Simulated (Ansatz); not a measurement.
# YAu: a tetragonal deformation path

An exercise on one series of results from a longer session: the logs are not shown, and one member is left open.

Method: DFT PBEsol, scalar-relativistic, plane waves, PAW, in Ansatz 0.2.0.

### The system as given

It takes space group Pm-3m (No. 221, cubic). The conventional cell has a = 3.559 Å, b = 3.559 Å, c = 3.559 Å, α = 90.00°, β = 90.00°, γ = 90.00°. Y (site symmetry m-3m) has 8 Au at 3.08 Å in its first shell of neighbours. Au (site symmetry m-3m) has 8 Y at 3.08 Å in its first shell of neighbours.

Coordinates:

```
Y Au
1.0
     3.55900    0.00000    0.00000
     0.00000    3.55900    0.00000
     0.00000    0.00000    3.55900
Y Au
1 1
Direct
  0.50000 0.50000 0.50000
  0.00000 0.00000 0.00000
```

No relaxation comes first: the listed cell is the starting point.

### The reference cell

The reference gives a free energy of -16803.9170 eV, pressure -0.71 GPa, largest force 0.000 eV/Å and gap on the mesh none (metal). It was computed beforehand with the settings of the runs below.

The first run:

At fixed volume and fractional coordinates, lengths along (0.000, 0.000, 1.000) are scaled against those across it; ρ is that ratio over its starting value.

The input, input.yaml:

```yaml
crystal:
  lattice:
    - [3.9950435391, 0.0, 0.0]
    - [0.0, 3.9950435391, 0.0]
    - [0.0, 0.0, 2.8244957821]
  atoms:
    - { symbol: "Y", position: [0.5, 0.5, 0.5] }
    - { symbol: Au, position: [0.0, 0.0, 0.0] }
basis:
  ecutwfc: 420
kpoints:
  mp_grid: { grid: [16, 16, 16] }
hamiltonian:
  xc: pbesol
scf:
  occupations: { method: gaussian, width: 0.15 }
output:
  forces: true
  stress: true
  eigenvalues: true
```

The run is started by

```sh
$ ansatz run input.yaml --threads 1 --pin off --max-ram 2560MiB --backend cpu --events-out ev --progress --plain --runs-dir out
```

Among the steps run: At ρ = 0.707; At ρ = 1.414; ρ = 0.850; Point ρ = 1.200; ρ = 0.780; Point ρ = 1.300; Point ρ = 0.920; Point ρ = 1.100; Point ρ = 0.650; At ρ = 1.500; ρ = 0.960; Point ρ = 1.050.

One table of the session follows, with a row left open; its other results are not shown here.

It belongs to the step «The scan collected». 

```
    ρ  ΔE (meV/atom)  pressure (GPa)
0.650          584.3             1.2
0.707          353.3            -0.9
0.780          181.3            -1.4
0.850           79.8            -1.1
0.920           21.6            -0.8
0.960            5.6            -0.7
1.000            0.0            -0.7
1.050            7.0            -0.7
1.100           23.6            -0.9
1.200           79.1            -1.4
1.300              ?               ?
1.414          239.1            -3.2
1.500          317.9            -3.7
```

Q: Estimate the row for ρ = 1.300 from the others.

Worked estimate for «ΔE (meV/atom)». A straight line through the neighbours (1.200, 79.1) and (1.414, 239.1) gives 79.1 + (239.1 − 79.1) × (1.300 − 1.200) / (1.414 − 1.200) = 153.9; a parabola fitted to 4 rows on both sides gives 147.1.

**Answer.** ΔE (meV/atom): 147.4; pressure (GPa): -2.3. In «ΔE (meV/atom)» the line misses by +6.5 and the parabola by -0.3.
